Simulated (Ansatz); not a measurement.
# AlH2O2F: one structure at several levels

A test off equilibrium: a structure displaced at random from a GFN2-xTB minimum is computed at several levels, and each is set against CCSD(T).

Computed with Ansatz 0.2.0, Gaussian basis. Level: single points in def2-TZVPP.

Correlated methods freeze the cores.

### 1 Starting geometry

SMILES `[OH][Al]([OH])[F]`, 6 atoms, charge 0, spin multiplicity 1.

Atoms are counted from 1 here; the program's logs count them from 0.

Bond lengths: O1–Al2 1.640 Å, O1–H5 0.956 Å, Al2–O3 1.494 Å, Al2–F4 1.910 Å, O3–H6 0.874 Å. Angles: Al2–O1–H5 164.3°, O1–Al2–O3 130.3°, O1–Al2–F4 111.5°, O3–Al2–F4 118.1°, Al2–O3–H6 148.6°.

Geometry (Å):

```mol
AlFH2O2
  3D, bonds by distance, orders not assigned

  6  5  0  0  0  0  0  0  0  0999 V2000
   -0.5938    1.2144   -0.7694 O   0  0
    0.0210   -0.0835    0.0225 Al  0  0
    0.9008   -0.1534    1.2280 O   0  0
   -0.5620   -1.7235   -0.7637 F   0  0
   -1.1065    1.7881   -1.3371 H   0  0
    1.5238   -0.5740    1.6736 H   0  0
  1  2  8  0
  1  5  8  0
  2  3  8  0
  2  4  8  0
  3  6  8  0
M  END
```

### 2 CCSD(T)/def2-TZVPP

The input, run/in.yaml:

```yaml
crystal:
  periodic: [false, false, false]
  atoms:
    - {symbol: O, position_ang: [-0.593800, 1.214400, -0.769400]}
    - {symbol: Al, position_ang: [0.021000, -0.083500, 0.022500]}
    - {symbol: O, position_ang: [0.900800, -0.153400, 1.228000]}
    - {symbol: F, position_ang: [-0.562000, -1.723500, -0.763700]}
    - {symbol: H, position_ang: [-1.106500, 1.788100, -1.337100]}
    - {symbol: H, position_ang: [1.523800, -0.574000, 1.673600]}
basis:
  gaussian: {orbitals: def2-TZVPP}
correlation: {method: ccsd_t}
output: {forces: true}
```

The command line of these runs was not kept.

### 3 PBE0-D4/def2-TZVPP

run/in.yaml: that of step 2 with these lines changed.

```diff
@@ -11,3 +11,3 @@
   gaussian: {orbitals: def2-TZVPP}
-correlation: {method: ccsd_t}
-output: {forces: true}
+hamiltonian: {xc: pbe0, dispersion: d4}
+output: {forces: true, orbitals: {seedname: orbitals}}
```

### 4 wB97M-V/def2-TZVPP

run/in.yaml: that of step 3 with these lines changed.

```diff
@@ -11,3 +11,3 @@
   gaussian: {orbitals: def2-TZVPP}
-hamiltonian: {xc: pbe0, dispersion: d4}
-output: {forces: true, orbitals: {seedname: orbitals}}
+hamiltonian: {xc: {name: wB97M-V}}
+output: {forces: true}
```

### 5 r2SCAN-D4/def2-TZVPP

run/in.yaml: that of step 4 with these lines changed.

```diff
@@ -11,3 +11,3 @@
   gaussian: {orbitals: def2-TZVPP}
-hamiltonian: {xc: {name: wB97M-V}}
+hamiltonian: {xc: r2scan, dispersion: d4}
 output: {forces: true}
```

### 6 PBE-D4/def2-TZVPP

run/in.yaml: that of step 5 with these lines changed.

```diff
@@ -11,3 +11,3 @@
   gaussian: {orbitals: def2-TZVPP}
-hamiltonian: {xc: r2scan, dispersion: d4}
+hamiltonian: {xc: pbe, dispersion: d4}
 output: {forces: true}
```

### 7 r2SCANh-D4/def2-TZVPP

run/in.yaml: that of step 6 with these lines changed.

```diff
@@ -11,3 +11,3 @@
   gaussian: {orbitals: def2-TZVPP}
-hamiltonian: {xc: pbe, dispersion: d4}
+hamiltonian: {xc: {name: r2SCANh}, dispersion: d4}
 output: {forces: true}
```

### 8 B97M-V/def2-TZVPP

run/in.yaml: that of step 7 with these lines changed.

```diff
@@ -11,3 +11,3 @@
   gaussian: {orbitals: def2-TZVPP}
-hamiltonian: {xc: {name: r2SCANh}, dispersion: d4}
+hamiltonian: {xc: {name: B97M-V}}
 output: {forces: true}
```

(Steps that only read results are left out.)

**Question.** What will these runs give? Wanted: energy less free atoms, CCSD(T)/def2-TZVPP; RMS force component; RMS force error; HOMO and LUMO, PBE0-D4; T1 diagnostic.

As calculated:

```
                                  quantity                                                                                             value
energy less free atoms, CCSD(T)/def2-TZVPP                                                                                    -2232.7 kJ/mol
                       RMS force component                                                              3.048 to 3.182 eV/Å over the methods
                           RMS force error  PBE0-D4 0.132, wB97M-V 0.095, r2SCAN-D4 0.110, PBE-D4 0.248, r2SCANh-D4 0.116, B97M-V 0.179 eV/Å
                    HOMO and LUMO, PBE0-D4                                                                                -9.16 and -0.75 eV
                             T1 diagnostic                                                                                             0.012
```

What this shows: Against CCSD(T) the functionals' energies less atoms differ by -81.5 to -8.6 kJ/mol, PBE-D4 by -81.5 kJ/mol. A larger basis would deepen the CCSD(T) value, while the functionals are nearly converged already, so the order here is not reliable. On forces the order runs from wB97M-V to PBE-D4. Frozen-core CCSD(T) forces in triple zeta carry basis errors of their own, and this is one geometry, so small gaps rank nothing.
